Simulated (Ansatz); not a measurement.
# CH₆FNO₂Zr: a ladder of functionals and wavefunction methods

Aim: compute CH₆FNO₂Zr with functionals from several rungs and with coupled cluster. Orbital energies and run times are compared, and the correlation energy is taken apart.

The runs use Ansatz 0.2.0, Gaussian basis; functionals in def2-TZVPP, the program's frozen cores in correlated methods.

The runs, in order: PBE-D4, r2SCAN-D4, PBE0-D4, B3LYP-D4, ωB97X-V, ωB97M-V, B2PLYP; CCSD(T)/def2-TZVPP; MP2/def2-QZVPP; extrapolation to the limit.

## Step 1: Structure used throughout

All runs share one geometry, relaxed beforehand with PBE0-D4 in a triple-zeta def2 set. Zr takes the def2 core potential; no spin-orbit term is included.

SMILES `C[O][Zr]([NH2])([OH])[F]`, 12 atoms, charge 0, spin multiplicity 1.

Atoms are counted from 1 here; the program's logs count them from 0.

Bond lengths: C1–O2 1.389 Å, C1–H7 1.095 Å, C1–H8 1.095 Å, C1–H9 1.095 Å, O2–Zr3 1.912 Å, Zr3–N4 2.038 Å, Zr3–O5 1.925 Å, Zr3–F6 1.930 Å, N4–H10 1.010 Å, N4–H11 1.011 Å, O5–H12 0.952 Å. Angles: O2–C1–H7 110.5°, O2–C1–H8 110.7°, O2–C1–H9 110.5°, H7–C1–H8 108.3°, H7–C1–H9 108.4°, H8–C1–H9 108.4°, C1–O2–Zr3 177.2°, O2–Zr3–N4 108.0°, O2–Zr3–O5 115.2°, O2–Zr3–F6 106.8°, N4–Zr3–O5 107.0°, N4–Zr3–F6 109.9°, O5–Zr3–F6 109.9°, Zr3–N4–H10 126.4°, Zr3–N4–H11 124.9°, H10–N4–H11 108.7°, Zr3–O5–H12 162.4°.

## Step 2: PBE-D4 (GGA)

The input, in.yaml:

```yaml
crystal:
  periodic: [false, false, false]
  atoms:
    - {symbol: C, position_ang: [1.209991, 1.990657, -0.375258]}
    - {symbol: O, position_ang: [0.394830, 0.922108, -0.025395]}
    - {symbol: Zr, position_ang: [-0.686405, -0.550487, 0.539101]}
    - {symbol: N, position_ang: [-1.184901, -1.633679, -1.113475]}
    - {symbol: O, position_ang: [0.158366, -1.762396, 1.773987]}
    - {symbol: F, position_ang: [-2.274809, 0.198442, 1.338929]}
    - {symbol: H, position_ang: [1.471888, 1.940582, -1.437507]}
    - {symbol: H, position_ang: [2.136912, 1.978384, 0.207855]}
    - {symbol: H, position_ang: [0.698079, 2.940808, -0.190060]}
    - {symbol: H, position_ang: [-1.392856, -1.265489, -2.031008]}
    - {symbol: H, position_ang: [-1.247212, -2.641708, -1.146766]}
    - {symbol: H, position_ang: [0.716126, -2.117222, 2.459606]}
basis:
  gaussian: {orbitals: def2-TZVPP}
hamiltonian: {xc: pbe, dispersion: d4}
output: {forces: true, orbitals: {seedname: orbitals}}
```

The run is started by

```console
ansatz run in.yaml --threads 2 --pin off --events-out ev --progress --plain --max-ram 22528MiB --backend cuda --devices 0, --max-vram 18GiB
```

The program printed, cut to the lines that bear on the results:

```text
Functional definition: PBE
  name "PBE"
  cite "Perdew, Burke & Ernzerhof, Phys. Rev. Lett. 77, 3865 (1996) doi:10.1103/PhysRevLett.77.3865"
  parent pbe
[...]
1459 factors; their error is unknown
[...]
mean field -10717.64409820 eV, -393.8661559289 hartree, gradient 4.6e-5 eV, S^2 0.000000; 0 other end points of the search recorded, 0 dependent functions left out
[...]
reference -10717.64418356 eV, -393.8661590656 hartree; 28, 28 occupied and 267, 267 virtual orbitals, 1459 factors
Total energy: -10717.87234582 eV, -393.8745438740 hartree
Atom 0 at     1.209991     1.990657    -0.375258 Å, force     0.096932     0.127177    -0.035242 eV/Å
Atom 1 at     0.394830     0.922108    -0.025395 Å, force    -0.083714    -0.087620    -0.006340 eV/Å
Atom 2 at    -0.686405    -0.550487     0.539101 Å, force     0.003060    -0.030684     0.026626 eV/Å
Atom 3 at    -1.184901    -1.633679    -1.113475 Å, force     0.033315     0.082416     0.111410 eV/Å
Atom 4 at     0.158366    -1.762396     1.773987 Å, force    -0.143929    -0.079637    -0.131272 eV/Å
Atom 5 at    -2.274809     0.198442     1.338929 Å, force    -0.278874     0.132565     0.131636 eV/Å
Atom 6 at     1.471888     1.940582    -1.437507 Å, force     0.071191     0.009379    -0.235121 eV/Å
Atom 7 at     2.136912     1.978384     0.207855 Å, force     0.214984     0.018587     0.118376 eV/Å
Atom 8 at     0.698079     2.940808    -0.190060 Å, force    -0.093924     0.224392     0.032486 eV/Å
Atom 9 at    -1.392856    -1.265489    -2.031008 Å, force    -0.078216     0.108429    -0.326348 eV/Å
Atom 10 at    -1.247212    -2.641708    -1.146766 Å, force    -0.026981    -0.348193    -0.031704 eV/Å
Atom 11 at     0.716126    -2.117222     2.459606 Å, force     0.286155    -0.156811     0.345492 eV/Å
Dipole moment:     0.527230    -0.079974    -0.159533 e Å
```

It took 3.2 s on 1 × H100 (card shared with other runs) with 2 threads of AMD EPYC 7R13, shared host; peak host memory 0.86 GiB.

HOMO -5.78 eV, LUMO -0.88 eV.

## Step 3: r2SCAN-D4 (meta-GGA)

Changes to in.yaml since step 2:

```diff
@@ -17,3 +17,3 @@
   gaussian: {orbitals: def2-TZVPP}
-hamiltonian: {xc: pbe, dispersion: d4}
+hamiltonian: {xc: r2scan, dispersion: d4}
 output: {forces: true, orbitals: {seedname: orbitals}}
```

Launched as before.

The program printed, cut to the lines that bear on the results:

```text
Functional definition: r2SCAN
  name "r2SCAN"
  cite "Furness, Kaplan, Ning, Perdew & Sun, J. Phys. Chem. Lett. 11, 8208 (2020) doi:10.1021/acs.jpclett.0c02405"
  cite "Furness, Kaplan, Ning, Perdew & Sun, J. Phys. Chem. Lett. 11, 9248 (2020) doi:10.1021/acs.jpclett.0c03077"
  parent r2scan
[...]
1459 factors; their error is unknown
[...]
mean field -10723.56798162 eV, -394.0838546292 hartree, gradient 2.5e-5 eV, S^2 0.000000; 0 other end points of the search recorded, 0 dependent functions left out
[...]
reference -10723.56801002 eV, -394.0838556726 hartree; 28, 28 occupied and 267, 267 virtual orbitals, 1459 factors
Total energy: -10723.62796762 eV, -394.0860590740 hartree
Atom 0 at     1.209991     1.990657    -0.375258 Å, force     0.167807     0.222214    -0.071064 eV/Å
Atom 1 at     0.394830     0.922108    -0.025395 Å, force    -0.050107    -0.046009    -0.000154 eV/Å
Atom 2 at    -0.686405    -0.550487     0.539101 Å, force    -0.084213     0.001270     0.053549 eV/Å
Atom 3 at    -1.184901    -1.633679    -1.113475 Å, force    -0.011510    -0.032759    -0.049702 eV/Å
Atom 4 at     0.158366    -1.762396     1.773987 Å, force     0.040354    -0.124519     0.078842 eV/Å
Atom 5 at    -2.274809     0.198442     1.338929 Å, force    -0.070859     0.036981     0.035444 eV/Å
Atom 6 at     1.471888     1.940582    -1.437507 Å, force    -0.000030     0.003463     0.006612 eV/Å
Atom 7 at     2.136912     1.978384     0.207855 Å, force    -0.004255     0.003129    -0.004303 eV/Å
Atom 8 at     0.698079     2.940808    -0.190060 Å, force     0.006913    -0.005110    -0.002784 eV/Å
Atom 9 at    -1.392856    -1.265489    -2.031008 Å, force    -0.013767    -0.019784    -0.046375 eV/Å
Atom 10 at    -1.247212    -2.641708    -1.146766 Å, force    -0.011743    -0.035080    -0.034570 eV/Å
Atom 11 at     0.716126    -2.117222     2.459606 Å, force     0.031410    -0.003795     0.034506 eV/Å
Dipole moment:     0.533718    -0.083212    -0.160142 e Å
```

Wall time 3.9 s (1 × H100 (card shared with other runs) with 2 threads of AMD EPYC 7R13, shared host); peak host memory 0.89 GiB.

HOMO -6.07 eV, LUMO -0.57 eV.

## Step 4: PBE0-D4 (hybrid)

Changes to in.yaml since step 3:

```diff
@@ -17,3 +17,3 @@
   gaussian: {orbitals: def2-TZVPP}
-hamiltonian: {xc: r2scan, dispersion: d4}
-output: {forces: true, orbitals: {seedname: orbitals}}
+hamiltonian: {xc: pbe0, dispersion: d4}
+output: {orbitals: {seedname: orbitals}}
```

Same command.

The program printed:

```text
Functional definition: PBE0
  name "PBE0"
  cite "Adamo & Barone, J. Chem. Phys. 110, 6158 (1999) doi:10.1063/1.478522"
  cite "Perdew, Burke & Ernzerhof, Phys. Rev. Lett. 77, 3865 (1996) doi:10.1103/PhysRevLett.77.3865"
  parent pbe
  parameter a = 0.25
  parameter kappa = 0.804
  parameter beta = 0.06672455060314922
  exchange = (1 - a)*pbe_x(kappa = kappa, mu = beta*pi^2/3) + a*exact_x
  correlation = pbe_c(beta = beta)
1537 factors; their error is unknown
mean field evaluation 1: about -10697.3446 eV, gradient 1.1e2 eV
mean field evaluation 2: about -10630.7420 eV, gradient 2.1e2 eV
mean field evaluation 4: about -10716.7092 eV, gradient 1.1e1 eV
mean field evaluation 8: about -10716.9275 eV, gradient 9.1e-2 eV
mean field evaluation 16: about -10716.9719 eV, gradient 1.0e-4 eV
mean field -10716.97191660 eV, -393.8414537106 hartree, gradient 3.0e-5 eV, S^2 0.000000; 0 other end points of the search recorded, 0 dependent functions left out
reference -10716.97197778 eV, -393.8414559587 hartree; 28, 28 occupied and 267, 267 virtual orbitals, 1537 factors
Total energy: -10717.16811144 eV, -393.8486637380 hartree
```

Run time: 3.1 s. Hardware: 1 × H100 (card shared with other runs) with 2 threads of AMD EPYC 7R13, shared host; peak host memory 0.88 GiB.

HOMO -7.20 eV, LUMO -0.20 eV.

## Step 5: B3LYP-D4 (hybrid)

B3LYP here takes the VWN-RPA correlation.

Changes to in.yaml since step 4:

```diff
@@ -17,3 +17,3 @@
   gaussian: {orbitals: def2-TZVPP}
-hamiltonian: {xc: pbe0, dispersion: d4}
-output: {orbitals: {seedname: orbitals}}
+hamiltonian: {xc: {name: B3LYP}, dispersion: d4}
+output: {forces: true, orbitals: {seedname: orbitals}}
```

The command is unchanged.

The program printed, cut to the lines that bear on the results:

```text
Functional definition: B3LYP
  name "B3LYP"
  cite "Stephens, Devlin, Chabalowski & Frisch, J. Phys. Chem. 98, 11623 (1994) doi:10.1021/j100096a001"
  cite "Becke, Phys. Rev. A 38, 3098 (1988) doi:10.1103/PhysRevA.38.3098"
  cite "Lee, Yang & Parr, Phys. Rev. B 37, 785 (1988) doi:10.1103/PhysRevB.37.785"
  cite "Vosko, Wilk & Nusair, Can. J. Phys. 58, 1200 (1980) doi:10.1139/p80-159"
[...]
1493 factors; their error is unknown
[...]
mean field -10728.17071890 eV, -394.2530021043 hartree, gradient 4.2e-5 eV, S^2 0.000000; 0 other end points of the search recorded, 0 dependent functions left out
[...]
reference -10728.17108873 eV, -394.2530156953 hartree; 28, 28 occupied and 267, 267 virtual orbitals, 1493 factors
Total energy: -10728.53503251 eV, -394.2663903824 hartree
Atom 0 at     1.209991     1.990657    -0.375258 Å, force     0.203602     0.271545    -0.091907 eV/Å
[...]
Atom 2 at    -0.686405    -0.550487     0.539101 Å, force    -0.026358     0.007025     0.004221 eV/Å
Atom 3 at    -1.184901    -1.633679    -1.113475 Å, force    -0.040144    -0.110775    -0.166988 eV/Å
Atom 4 at     0.158366    -1.762396     1.773987 Å, force     0.108761    -0.184201     0.161264 eV/Å
Atom 5 at    -2.274809     0.198442     1.338929 Å, force    -0.221200     0.104319     0.111474 eV/Å
Atom 6 at     1.471888     1.940582    -1.437507 Å, force    -0.005443     0.012528     0.048231 eV/Å
Atom 7 at     2.136912     1.978384     0.207855 Å, force    -0.037642     0.009619    -0.030011 eV/Å
Atom 8 at     0.698079     2.940808    -0.190060 Å, force     0.033031    -0.037911    -0.012179 eV/Å
Atom 9 at    -1.392856    -1.265489    -2.031008 Å, force    -0.009729    -0.016470    -0.026588 eV/Å
Atom 10 at    -1.247212    -2.641708    -1.146766 Å, force    -0.011380    -0.018600    -0.025445 eV/Å
Atom 11 at     0.716126    -2.117222     2.459606 Å, force     0.027214    -0.015480     0.034175 eV/Å
Dipole moment:     0.543116    -0.082584    -0.164073 e Å
```

Wall time 2.1 s (1 × H100 (card shared with other runs) with 2 threads of AMD EPYC 7R13, shared host); peak host memory 0.91 GiB.

HOMO -6.96 eV, LUMO -0.49 eV.

## Step 6: ωB97X-V (range-separated)

Changes to in.yaml since step 5:

```diff
@@ -17,3 +17,3 @@
   gaussian: {orbitals: def2-TZVPP}
-hamiltonian: {xc: {name: B3LYP}, dispersion: d4}
-output: {forces: true, orbitals: {seedname: orbitals}}
+hamiltonian: {xc: {name: wB97X-V}}
+output: {orbitals: {seedname: orbitals}}
```

The command is unchanged.

The program printed, cut to the lines that bear on the results:

```text
Functional definition: wB97X-V
  name "wB97X-V"
  cite "Mardirossian & Head-Gordon, Phys. Chem. Chem. Phys. 16, 9904 (2014) doi:10.1039/C3CP54374A"
  cite "Becke, J. Chem. Phys. 107, 8554 (1997) doi:10.1063/1.475007"
  cite "Vydrov & Van Voorhis, J. Chem. Phys. 133, 244103 (2010) doi:10.1063/1.3521275"
[...]
      + integral(e_c_pw_opposite_spin*poly(b97_u_opposite, cos0, cos1)) + vv10(b, c)
1490 factors; their error is unknown
364 factors; integrals over basis functions are off by at most 1.1e-5 eV
[...]
mean field -10723.47367202 eV, -394.0803888151 hartree, gradient 4.5e-5 eV, S^2 0.000000; 0 other end points of the search recorded, 0 dependent functions left out
reference -10723.47366819 eV, -394.0803886745 hartree; 28, 28 occupied and 267, 267 virtual orbitals, 1490 factors
Total energy: -10723.47366819 eV, -394.0803886745 hartree
```

Run time: 2.9 s. Hardware: 1 × H100 (card shared with other runs) with 2 threads of AMD EPYC 7R13, shared host; peak host memory 0.97 GiB.

HOMO -9.66 eV, LUMO 1.27 eV.

## Step 7: ωB97M-V (range-separated)

Changes to in.yaml since step 6:

```diff
@@ -17,3 +17,3 @@
   gaussian: {orbitals: def2-TZVPP}
-hamiltonian: {xc: {name: wB97X-V}}
-output: {orbitals: {seedname: orbitals}}
+hamiltonian: {xc: {name: wB97M-V}}
+output: {forces: true, orbitals: {seedname: orbitals}}
```

Launched as before.

The program printed, cut to the lines that bear on the results:

```text
Functional definition: wB97M-V
  name "wB97M-V"
  cite "Mardirossian & Head-Gordon, J. Chem. Phys. 144, 214110 (2016) doi:10.1063/1.4952647"
  cite "Becke, J. Chem. Phys. 107, 8554 (1997) doi:10.1063/1.475007"
  cite "Vydrov & Van Voorhis, J. Chem. Phys. 133, 244103 (2010) doi:10.1063/1.3521275"
  # Of w^i u^j: cxij and so on, Table III.
[...]
  gx(w, u) = 1 - cx + cx01*u + cx10*w
  gss(w, u) = css00 + css04*u^4 + css10*w + css20*w^2 + css43*w^4*u^3
  gos(w, u) = cos00 + cos10*w + (cos20 + cos21*u)*w^2 + (cos60 + cos61*u)*w^6
[...]
      + integral(e_c_pw_mod_opposite_spin*gos(b97_w_opposite, b97_u_opposite)) + vv10(b, c)
1477 factors; their error is unknown
364 factors; integrals over basis functions are off by at most 1.1e-5 eV
[...]
Atom 2 at    -0.686405    -0.550487     0.539101 Å, force    -0.075658     0.020227     0.004531 eV/Å
Atom 3 at    -1.184901    -1.633679    -1.113475 Å, force    -0.011425    -0.055434    -0.077407 eV/Å
Atom 4 at     0.158366    -1.762396     1.773987 Å, force     0.089710    -0.089630     0.123661 eV/Å
Atom 5 at    -2.274809     0.198442     1.338929 Å, force    -0.045640     0.024037     0.035091 eV/Å
Atom 6 at     1.471888     1.940582    -1.437507 Å, force    -0.022139     0.010121     0.103655 eV/Å
Atom 7 at     2.136912     1.978384     0.207855 Å, force    -0.087858     0.004385    -0.057068 eV/Å
Atom 8 at     0.698079     2.940808    -0.190060 Å, force     0.054565    -0.090358    -0.019569 eV/Å
Atom 9 at    -1.392856    -1.265489    -2.031008 Å, force    -0.001745    -0.037817     0.008280 eV/Å
Atom 10 at    -1.247212    -2.641708    -1.146766 Å, force    -0.010505     0.020908    -0.029415 eV/Å
Atom 11 at     0.716126    -2.117222     2.459606 Å, force    -0.027791     0.008327    -0.032627 eV/Å
Dipole moment:     0.537787    -0.085209    -0.151021 e Å
```

Wall time 4.7 s (1 × H100 (card shared with other runs) with 2 threads of AMD EPYC 7R13, shared host); peak host memory 0.99 GiB.

HOMO -9.57 eV, LUMO 0.70 eV.

## Step 8: B2PLYP (double hybrid)

Changes to in.yaml since step 7:

```diff
@@ -17,3 +17,2 @@
   gaussian: {orbitals: def2-TZVPP}
-hamiltonian: {xc: {name: wB97M-V}}
-output: {forces: true, orbitals: {seedname: orbitals}}
+hamiltonian: {xc: {name: B2PLYP}}
```

Same command.

The program printed, cut to the lines that bear on the results:

```text
Functional definition: B2PLYP
  name "B2PLYP"
  cite "Grimme, J. Chem. Phys. 124, 034108 (2006) doi:10.1063/1.2148954"
  cite "Becke, Phys. Rev. A 38, 3098 (1988) doi:10.1103/PhysRevA.38.3098"
  cite "Lee, Yang & Parr, Phys. Rev. B 37, 785 (1988) doi:10.1103/PhysRevB.37.785"
[...]
1833 factors; integrals over basis functions are off by at most 1.0e-3 eV
[...]
mean field -10705.94503265 eV, -393.4362231997 hartree, gradient 1.8e-6 eV, S^2 0.000000; 0 other end points of the search recorded, 0 dependent functions left out
5 core orbitals not correlated: weight in the atoms' cores, before any rotation towards them, 1.000 or more for the frozen orbitals, at most 0.000 for the correlated occupied ones
reference -10705.94525931 eV, -393.4362315293 hartree; 23, 23 occupied and 267, 267 virtual orbitals, 1833 factors
second order -48.54161315 eV of doubles, -0.00000000 eV of singles
Total energy: -10719.05149486 eV, -393.9178768021 hartree
```

It took 4.2 s on 1 × H100 (card shared with other runs) with 2 threads of AMD EPYC 7R13, shared host; peak host memory 1.3 GiB.

## Step 9: Orbital energies across the functionals

Dipoles come from the runs that computed forces. Levels are read from the orbital files that the runs wrote:

```tsv
functional	HOMO (eV)	LUMO (eV)	gap (eV)	dipole (D)	time
PBE-D4	-5.78	-0.88	4.90	2.67	3.2 s
r2SCAN-D4	-6.07	-0.57	5.51	2.71	3.9 s
PBE0-D4	-7.20	-0.20	7.01		3.1 s
B3LYP-D4	-6.96	-0.49	6.47	2.75	2.1 s
ωB97X-V	-9.66	1.27	10.93		2.9 s
ωB97M-V	-9.57	0.70	10.28	2.71	4.7 s
```

## Step 10: CCSD(T) in def2-TZVPP

Changes to in.yaml since step 8:

```diff
@@ -17,2 +17,2 @@
   gaussian: {orbitals: def2-TZVPP}
-hamiltonian: {xc: {name: B2PLYP}}
+correlation: {method: ccsd_t}
```

The command is unchanged.

The program printed, cut to the lines that bear on the results:

```text
Functional definition: HF
  name "HF"
  cite "Fock, Z. Phys. 61, 126 (1930) doi:10.1007/BF01340294"
  parent pbe
[...]
1833 factors; integrals over basis functions are off by at most 1.0e-3 eV
[...]
mean field -10664.67408913 eV, -391.9195439998 hartree, gradient 1.7e-6 eV, S^2 0.000000; 0 other end points of the search recorded, 0 dependent functions left out
5 core orbitals not correlated: weight in the atoms' cores, before any rotation towards them, 1.000 or more for the frozen orbitals, at most 0.000 for the correlated occupied ones
reference -10664.67408913 eV, -391.9195439998 hartree; 23, 23 occupied and 267, 267 virtual orbitals, 1833 factors
second order -40.11782400 eV of doubles, -0.00000000 eV of singles
cycle   1  -39.29963164 eV  change    8.2e-1 eV  update   1.7e-1
[...]
cycle  11  -40.48699975 eV  change    4.3e-5 eV  update   1.1e-5
perturbative correction -1.58295107 eV, -0.0581723787 hartree
Total energy: -10706.74403995 eV, -393.4655861765 hartree
```

Run time: 10 s. Hardware: 1 × H100 (card shared with other runs) with 2 threads of AMD EPYC 7R13, shared host; peak host memory 0.88 GiB.

## Step 11: MP2 in def2-QZVPP

Changes to in.yaml since step 10:

```diff
@@ -16,3 +16,3 @@
 basis:
-  gaussian: {orbitals: def2-TZVPP}
-correlation: {method: ccsd_t}
+  gaussian: {orbitals: "def2-QZVPP.json"}
+correlation: {method: mp2}
```

Launched as before.

The program printed:

```text
Functional definition: HF
  name "HF"
  cite "Fock, Z. Phys. 61, 126 (1930) doi:10.1007/BF01340294"
  parent pbe
  exchange = exact_x
  correlation = 0
3338 factors; integrals over basis functions are off by at most 1.4e-3 eV
mean field evaluation 1: about -10655.7323 eV, gradient 7.4e1 eV
mean field evaluation 2: about -10655.8619 eV, gradient 7.4e1 eV
mean field evaluation 4: about -10665.1724 eV, gradient 4.2e0 eV
mean field evaluation 8: about -10665.2459 eV, gradient 4.6e-1 eV
mean field -10665.24668342 eV, -391.9405864518 hartree, gradient 3.6e-6 eV, S^2 0.000000; 0 other end points of the search recorded, 0 dependent functions left out
5 core orbitals not correlated: weight in the atoms' cores, before any rotation towards them, 1.000 or more for the frozen orbitals, at most 0.000 for the correlated occupied ones
reference -10665.24668342 eV, -391.9405864518 hartree; 23, 23 occupied and 518, 518 virtual orbitals, 3338 factors
second order -43.97911409 eV of doubles, -0.00000000 eV of singles
Total energy: -10709.22579751 eV, -393.5567890846 hartree
```

It took 5 s on 1 × H100 (card shared with other runs) with 2 threads of AMD EPYC 7R13, shared host; peak host memory 1.1 GiB.

Energy pieces by basis (eV):

```tsv
basis	HF	MP2 correlation	CCSD correlation	(T)	total
def2-TZVPP	-10664.6741	-40.1178	-40.4870	-1.5830	-10706.7440
def2-QZVPP	-10665.2467	-43.9791			-10709.2258 (MP2)
```

The report of the def2-TZVPP run gives T1 = 0.0162.

## Step 12: Extrapolating to the complete basis

No new run: Hartree-Fock is extrapolated as exp(−7.88√X) and correlation as X^−2.97, with X = 3 and 4; only MP2 was run in the larger set, so CCSD(T) minus MP2 is added from the smaller one.

```tsv
level	energy at the limit (eV)
HF	-10665.3256
MP2	-10712.1649
CCSD	-10712.5341
CCSD(T)	-10714.1170
```

## Step 13: What came out

| quantity | value |
| --- | --- |
| CCSD(T) correlation energy, def2-TZVPP | -42.070 eV |
| gap, smallest and largest | 4.90 eV (PBE-D4), 10.93 eV (ωB97X-V) |
| T1 diagnostic | 0.0162 |
| triples share of the correlation energy | 3.8 % |

In words: In def2-TZVPP MP2 gives 95 % of the CCSD(T) correlation energy. The gap grows from 4.9 to 10.9 eV across the functionals, mostly with the share of exact exchange. Correlated methods include outer-core shells of Zr, which these sets cover unevenly.
